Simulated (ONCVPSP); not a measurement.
**Oxygen: generating and testing an ONCV potential**

Task: generate the file, and judge it by its errors in other configurations, its logarithmic derivatives, its ghosts and its cutoff.

The numbers are computed with ONCVPSP 4.0.1 (Wu-Cohen, scalar-relativistic, spin-unpolarised reference atom).

**1. Starting point**

The settings as typed:

| Property | Result |
| --- | --- |
| element | oxygen (O, Z = 8) |
| type | optimised norm-conserving Vanderbilt (ONCV) |
| frozen core | [He] |
| valence charge | 6 |
| reference configuration | 2s2 2p4 |
| partial waves | 2s: rc 0.75 bohr, ncon 4, nbas 9, qcut 10.3 1/bohr, 2 projectors, debl 3.1 Ha; 2p: rc 2.00 bohr, ncon 3, nbas 8, qcut 5.7 1/bohr, 2 projectors, debl 1.9 Ha; d scattering state at 0.03 Ha: rc 1.65 bohr, ncon 5, nbas 9, qcut 5 1/bohr, 2 projectors, debl 1.5 Ha |
| local potential | polynomial inside 0.60 bohr (lpopt 5, dvloc0 -1 Ha) |
| core correction | not asked for |

An earlier all-electron run gives the scale for the radii.

All-electron outer shells of the reference configuration (Wu-Cohen, scalar-relativistic, ld1.x):

| shell | level (eV) | outermost node (bohr) | outermost maximum (bohr) |
| --- | --- | --- | --- |
| 1s | -513.83 | – | 0.13 |
| 2s | -23.83 | 0.28 | 0.87 |
| 2p | -9.00 | – | 0.82 |

**2. The generation run**

O.dat

```
# ATOM AND REFERENCE CONFIGURATION
# atsym  z   nc   nv     iexc    psfile
  O 8.00    1    2  -118130      upf
#
#   n    l    f
    1    0    2.00
    2    0    2.00
    2    1    4.00
#
# PSEUDOPOTENTIAL AND OPTIMIZATION
# lmax
    2
#
#   l,   rc,      ep,       ncon, nbas, qcut
    0    0.75    0.00    4    9   10.30
    1    2.00    0.00    3    8    5.70
    2    1.65    0.03    5    9    5.00
#
# LOCAL POTENTIAL
# lloc, lpopt,  rc(5),   dvloc0
    4    5    0.60   -1.00
#
# VANDERBILT-KLEINMAN-BYLANDER PROJECTORs
# l, nproj, debl
    0    2    3.10
    1    2    1.90
    2    2    1.50
#
# MODEL CORE CHARGE
# icmod, fcfact, rcfact
    0    0.00    0.00
#
# LOG DERIVATIVE ANALYSIS
# epsh1, epsh2, depsh
   -2.00    5.00    0.02
#
# OUTPUT GRID
# rlmax, drl
    6.00    0.01
#
# TEST CONFIGURATIONS
# ncnf
    4
# nvcnf
#   n    l    f
    2
    2    0    2.00
    2    1    3.00
#
    2
    2    0    2.00
    2    1    2.00
#
    2
    2    0    2.00
    2    1    1.00
#
    2
    2    0    2.00
    2    1    0.00
#
```

Launch:

```bash
$ oncvpsp.x < O.dat > O.out
```

Q: Predict the outcome of this session. Wanted: cutoffs for 1 and 0.1 mHa per electron, occupied waves; bound ghosts; GHOST(+) flags; largest test error; largest phase difference near zero energy, channels read.

**Answer**, as computed:

| quantity | value |
| --- | --- |
| cutoffs for 1 and 0.1 mHa per electron, occupied waves | 43 Ha and 54 Ha |
| bound ghosts | none found |
| GHOST(+) flags | d at 57 eV |
| largest test error (AE − PS) | +10177 meV, for 2s2 2p0 |
| largest phase difference near zero energy, channels read | 0.007 rad |

By total energies transferability is poor: the largest error is 10177 meV on 180.6 eV, for 2s2 2p0. That test lies far up in energy; among those under 40 eV, nearer to bonding, the largest error is 190 meV. It counts as hard, with 43 Ha needed at the looser tolerance. At the looser tolerance the 2s wave is the slowest; 2p needs 13 Ha. The program's ghost test flags no bound state. Near zero energy the phases of the channels with partial waves agree within 0.007 rad. The program also flags highly localised states, GHOST(+) (d). All of this concerns the isolated atom, not yet a solid.
